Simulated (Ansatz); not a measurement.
# A single-point run on In2NiS4

Aim: for In2NiS4, a crystal from a database, its volume scaled a little, find whether it is a metal or has a gap, how the charge is shared and how far the cell is from equilibrium. The atoms and the cell stay fixed.

All numbers below are computed with Ansatz 0.2.0 (DFT, r2SCAN, no spin polarisation, plane waves, PAW).

### Step 1. Geometry

It takes space group Fd-3m (No. 227, cubic). Conventional cell: a = 10.454 Å, b = 10.454 Å, c = 10.454 Å, α = 90.00°, β = 90.00°, γ = 90.00°. In (site symmetry -3m) has 6 S at 2.52 Å as nearest neighbours. Around Ni (site symmetry -43m) lie 4 S at 2.43 Å. S (site symmetry 3m) has 1 Ni at 2.43 Å and 3 In at 2.52 Å as nearest neighbours.

As a file:

```
In Ni S
1.0
     0.00000    5.22698    5.22698
     5.22698    0.00000    5.22698
     5.22698    5.22698    0.00000
In Ni S
4 2 8
Direct
  0.62500 0.62500 0.62500
  0.12500 0.62500 0.62500
  0.62500 0.62500 0.12500
  0.62500 0.12500 0.62500
  0.00000 0.00000 0.00000
  0.25000 0.25000 0.25000
  0.38400 0.38400 0.38400
  0.40200 0.86600 0.86600
  0.38400 0.38400 0.84800
  0.86600 0.40200 0.86600
  0.84800 0.38400 0.38400
  0.86600 0.86600 0.86600
  0.38400 0.84800 0.38400
  0.86600 0.86600 0.40200
```

It is a restart: the density comes from an earlier run on this cell.

### Step 2. The calculation

input.yaml reads:

```yaml
crystal:
  lattice:
    - [0.0, 5.226978, 5.226978]
    - [5.226978, 0.0, 5.226978]
    - [5.226978, 5.226978, 0.0]
  atoms:
    - { symbol: In, position: [0.625, 0.625, 0.625] }
    - { symbol: In, position: [0.125, 0.625, 0.625] }
    - { symbol: In, position: [0.625, 0.625, 0.125] }
    - { symbol: In, position: [0.625, 0.125, 0.625] }
    - { symbol: Ni, position: [0.0, 0.0, 0.0] }
    - { symbol: Ni, position: [0.25, 0.25, 0.25] }
    - { symbol: S, position: [0.384, 0.384, 0.384] }
    - { symbol: S, position: [0.402, 0.866, 0.866] }
    - { symbol: S, position: [0.384, 0.384, 0.848] }
    - { symbol: S, position: [0.866, 0.402, 0.866] }
    - { symbol: S, position: [0.848, 0.384, 0.384] }
    - { symbol: S, position: [0.866, 0.866, 0.866] }
    - { symbol: S, position: [0.384, 0.848, 0.384] }
    - { symbol: S, position: [0.866, 0.866, 0.402] }
  symmetry: { tolerance: 0.0003 }
kpoints:
  mp_grid: { grid: [6, 6, 6], shift: [0, 0, 0] }
  band_path:
    path:
      - [0.0, 0.0, 0.0]
      - [0.5, 0.0, 0.5]
      - [0.625, 0.25, 0.625]
      - [0.375, 0.375, 0.75]
      - [0.0, 0.0, 0.0]
      - [0.5, 0.5, 0.5]
      - [0.5, 0.25, 0.75]
      - [0.5, 0.0, 0.5]
    npoints: 10
magnetization:
  spin_polarized: false
scf:
  occupations: { method: fermi_dirac }
  lower_state_search: "off"
  max_iter: 200
hamiltonian:
  pseudopotentials: { kind: paw }
  xc: r2scan
basis:
  ecutwfc: 500
  fft_grid_basis: typed
output:
  forces: true
  stress: true
  eigenvalues: true
  bader: true
  populations: true
  elf: true
  write_potential: true
  volumetric_format: npy
  dos:
    e_range: [-12, 8]
    de: 0.05
    projected: { site_lists: { In: [In], Ni: [Ni], S: [S] } }
checkpoint:
  read: saved_state
```

Launch:

```console
> ansatz run input.yaml --threads 1 --pin off --max-ram 2560MiB --backend cpu --events-out ev --progress --plain --runs-dir out
```

What it wrote, cut to the lines that bear on the results:

```text
Warning: RAYON_NUM_THREADS=1 ignored (pool sized by the plan → 1); use --threads N
[...]
Pseudopotentials: kind: paw
Pseudopotential: In, paw, valence charge 13, recommended cutoff 500 eV (meta_gga), In.paw.azcp
Pseudopotential: Ni, paw, valence charge 18, recommended cutoff 500 eV (meta_gga), Ni.paw.azcp
Pseudopotential: S, paw, valence charge 6, recommended cutoff 500 eV (meta_gga), S.paw.azcp
Functional definition: r2SCAN
[...]
Crystal: 14 atoms, lattice volume = 285.616 Å³
Basis set: ecut = 500 eV, 7343 PW (Γ), exchange–correlation on 216×216×216 points (64 copies of the dense FFT grid, shifted against one another)
Bands: 82, of which v1, the nominal top of the filled ones, is band 68 counted from 1 (67 counted from 0)
Symmetry: 48 space group operations
Space group: Fd-3m (ITA 227), of the structure as read, at distance tolerance 2.0e-3 Å
k-points: 16 of 216
[...]
SCF iter   1: F=-41390.350480 eV  HF=-41390.351322 eV  |F-HF|=8.42e-4  |Δ(HF+E_count)|=         —  Δρ=1.69e-3  dr2=5.64e-3  dr2_τ=4.64e-4  ethr=3.51e-6  ⟨swp⟩=3.1  Hψ=8261  notcnv=0
[...]
SCF iter   7: F=-41390.354676 eV  HF=-41390.354676 eV  |F-HF|=6.42e-8  |Δ(HF+E_count)|=   1.07e-6  Δρ=4.45e-6  dr2=4.56e-8  dr2_τ=2.63e-9  ethr=7.35e-11  ⟨swp⟩=9.4  Hψ=10310  notcnv=0
[...]
NSCF: frozen V_eff on 71 k-points
SCF converged after 7 iterations
Free energy (F): -41390.354676 eV
[...]
E sigma→0 (E₀):  -41390.116471 eV
Entropy (-TS):   -0.476411 eV (-34.029 meV/atom)
[...]
  atom   3  In     0.00000000    -0.00000000     0.00000000
  atom   4  In     0.00000000    -0.00000000     0.00000000
  atom   5  Ni     0.00000000     0.00000000    -0.00000000
  atom   6  Ni     0.00000000     0.00000000     0.00000000
  atom   7  S     -1.38562440    -1.38562440    -1.38562440
  atom   8  S      1.38562440    -1.38562440    -1.38562440
[...]
--- Stress (GPa, compression-positive) ---
        5.142730      -0.000000       0.000000
       -0.000000       5.142730       0.000000
        0.000000      -0.000000       5.142730
  P = ⅓ Tr σ = 5.1427 GPa (51.427 kbar)
--- Band table (eV; the first three rows and the last of 16) ---
[...]
--- Löwdin populations: 14 sites ---
  site symbol       q [e]
     0     In     12.4563
     1     In     12.4563
     2     In     12.4563
     3     In     12.4563
     4     Ni     17.2651
     5     Ni     17.2651
     6      S      6.3692
     7      S      6.3692
     8      S      6.3692
     9      S      6.3692
    10      S      6.3692
    11      S      6.3692
    12      S      6.3692
    13      S      6.3692
  spilling = 0.005081 (of n_electrons = 136.000000)
--- Bader charges: 14 sites ---
  site symbol  charge [e]  shift [e]
     0     In      1.4605     0.0032
     1     In      1.4604     0.0032
     2     In      1.4604     0.0032
     3     In      1.4605     0.0032
     4     Ni      0.7040     0.0023
     5     Ni      0.7039     0.0023
     6      S     -0.9062     0.0022
     7      S     -0.9062     0.0022
     8      S     -0.9062     0.0022
     9      S     -0.9062     0.0022
    10      S     -0.9062     0.0022
    11      S     -0.9062     0.0022
    12      S     -0.9062     0.0022
    13      S     -0.9062     0.0022
  estimated error of the sums over rays = 4.4e-4 e
```

Wall time 4.7 min (1 thread of Intel Xeon Platinum 8375C at 2.90GHz (Ice Lake), shared host); peak memory 1.8 GiB.

### Step 3. Forces and stress

The largest forces, with each atom's nearest neighbour:

```csv
atom,force (eV/Å),nearest,distance (Å),direction
S11,2.400,Ni6,2.43,towards it
S7,2.400,Ni6,2.43,towards it
S14,2.400,Ni5,2.43,towards it
S8,2.400,Ni5,2.43,towards it
S12,2.400,Ni5,2.43,towards it
S10,2.400,Ni5,2.43,towards it
S9,2.400,Ni6,2.43,towards it
S13,2.400,Ni6,2.43,towards it
```

Diagonalising the stress gives 5.14, 5.14, 5.14 GPa, so P = 5.14 GPa (positive in compression).

### Step 4. Band structure

From bands.tsv, levels at the corners of the path, in eV from the Fermi level:

```csv
point,band 67,band 68,band 69,band 70,band 71,band 72
Γ,0.00,0.16,0.16,0.16,2.31,2.31
X,-0.23,-0.23,0.03,0.03,3.85,3.85
U,-0.23,-0.21,-0.10,0.17,3.66,3.90
K,-0.23,-0.21,-0.10,0.17,3.66,3.90
Γ,0.00,0.16,0.16,0.16,2.31,2.31
L,0.02,0.02,0.19,0.19,3.38,3.38
W,-0.23,-0.23,0.01,0.01,3.84,3.84
X,-0.23,-0.23,0.03,0.03,3.85,3.85
```

The same bands between the corners:

```
distance (1/Å)  band 69  band 70
          0.00     0.16     0.16
          0.18     0.11     0.11
          0.36     0.07     0.07
          0.54     0.03     0.03
          0.64     0.01     0.04
          0.71    -0.05     0.08
          0.77    -0.12     0.14
          0.85    -0.09     0.17
          0.96    -0.02     0.11
          1.07    -0.05     0.13
          1.18    -0.10     0.17
          1.37    -0.02     0.24
          1.56     0.02     0.23
          1.76     0.15     0.17
          1.92     0.17     0.17
          2.08     0.18     0.18
          2.24     0.19     0.19
          2.38     0.18     0.20
          2.51     0.09     0.18
          2.64     0.00     0.11
          2.76     0.01     0.01
          2.85     0.01     0.01
          2.94     0.02     0.02
          3.04     0.03     0.03
```

### Step 5. Density of states

Counts of states in windows (eV from the Fermi level; tetrahedra), total and projected:

```csv
from,to,total,In s,In p,Ni d,S p
-4.5,-4.0,2.97,0.07,0.53,0.09,2.13
-4.0,-3.5,4.24,0.03,0.53,0.22,3.20
-3.5,-3.0,4.88,0.06,0.52,0.34,3.64
-3.0,-2.5,5.50,0.07,0.42,0.78,4.05
-2.5,-2.0,7.35,0.04,0.33,1.76,4.98
-2.0,-1.5,5.72,0.01,0.20,1.58,3.73
-1.5,-1.0,5.25,0.02,0.06,2.01,3.02
-1.0,-0.5,7.80,0.06,0.14,5.47,1.91
-0.5,0.0,7.08,0.04,0.08,4.51,2.14
0.0,0.5,4.69,0.02,0.03,2.54,1.97
0.5,1.0,0.00,0.00,0.00,0.00,0.00
1.0,1.5,0.00,0.00,0.00,0.00,0.00
1.5,2.0,0.00,0.00,0.00,0.00,0.00
2.0,2.5,0.04,0.01,0.00,0.00,0.01
2.5,3.0,0.80,0.33,0.02,0.03,0.25
3.0,3.5,2.29,0.99,0.08,0.05,0.73
```

### Step 6. Charges

By element, from the tables in the log (a charge is positive for electrons lost):

```csv
element,atoms,Bader charge (e),Bader volume (Å³),Löwdin charge (e)
In,4,+1.46,13.6,+0.54
Ni,2,+0.70,16.1,+0.73
S,8,-0.91,24.9,-0.37
```

The Löwdin projection spills 0.5 % of the electrons and depends on the orbitals chosen; where it disagrees with Bader's partition, neither is an observable.

### Step 7. Maps of the fields

Maps in the plane spanned by b and c at height 0.384 along a (axes of the input's cell), one cell: b runs left to right (22 points from zero), c bottom to top (22 points), 60° apart. Near the nuclei they are pseudo-fields.

Valence density. Ten steps from '0' (0.03 e/Å³) to '9' (1.15 e/Å³), finer at the low end (step k begins (100^(k/10) - 1)/99 of the way up):
```
5213579998742136899997
7433589999974235899899
8643579958986435799589
9754468987997544689999
9754457899998644568999
8754445789997654456788
6544444567777554444556
4333445455565545544333
1123466654444455665421
0013578876544457787642
2013579998754467999874
4223589999875457999997
6433579968986457997898
8654568986997556898599
8766667999998645789999
8767776789998654578999
7667987667877644456787
5557897655555444444555
3345777643333334444333
1124566653211234555431
0013567764200135777642
2013578886420146899875
```

ELF. Ten even steps from '0' (0.01) to '9' (0.88):
```
6102799999850027998898
8401699648984016983169
9710489500897204895018
9841179920699411699538
9951137986799511279989
9841113799898521126899
7631111257776311111467
3210121112343111211012
0000356421111113554200
0001589975200136899740
1002799998620147999985
4102699768862137876898
7201589501885127960089
9411279810697215982049
9511128985799412799569
9511112899999611379999
8511111278998521137899
6311111125675311111467
2111111111221001111012
0001111110000013454100
0001355542100026898741
1002689997410037999986
```

Atoms within 0.2 Å of the plane, in fractions of b and c: S at (0.38, 0.38), S at (0.87, 0.87), S at (0.38, 0.85), S at (0.85, 0.38).

Along short contacts, where the density is least:

```csv
contact,length (Å),minimum at (fraction),density (e/Å³),ELF
Ni5–S8,2.426,0.45,0.407,0.23
In1–S8,2.523,0.47,0.429,0.30
```

```
fraction  Ni5–S8  In1–S8
     0.2    8.47    4.92
     0.3    1.53    1.58
     0.4    0.46   0.533
     0.5    0.43   0.441
     0.6   0.666   0.659
     0.7    1.06    1.07
     0.8     1.1    1.17
```

(Smooth valence density in e/Å³ at fractions of each contact.)

### Step 8. What came out

| quantity | value |
| --- | --- |
| largest force | 2.400 eV/Å on S |
| pressure | 5.1 GPa |
| formation energy (elements from separate runs) | -0.41 eV/atom |
| character | metal |
| density of states, mean within 0.25 eV of the Fermi level | 16 per eV per cell |
| Bader charges | In +1.46, Ni +0.70, S -0.91 e |

**Reading.** The cell is metallic; within 0.25 eV of the Fermi level the density of states averages 16 per eV per cell, mostly Ni d (57 %) and S p (39 %). Forces reach 2.4 eV/Å, so the geometry is far from rest and the levels are not those of the relaxed cell. Against the elements' reference phases (In body-centred tetragonal, Ni fcc, alpha-S8 (Fddd); separate runs with the same functional) the formation energy is -0.41 eV per atom, which says nothing yet of rival compounds. With forces up to 2.40 eV/Å (on S), a relaxation would move the atoms. By Bader's partition In gives up most (+1.46 e) and S takes most (-0.91 e).

Keep in mind: no spin polarisation, so a magnetic state may lie lower.
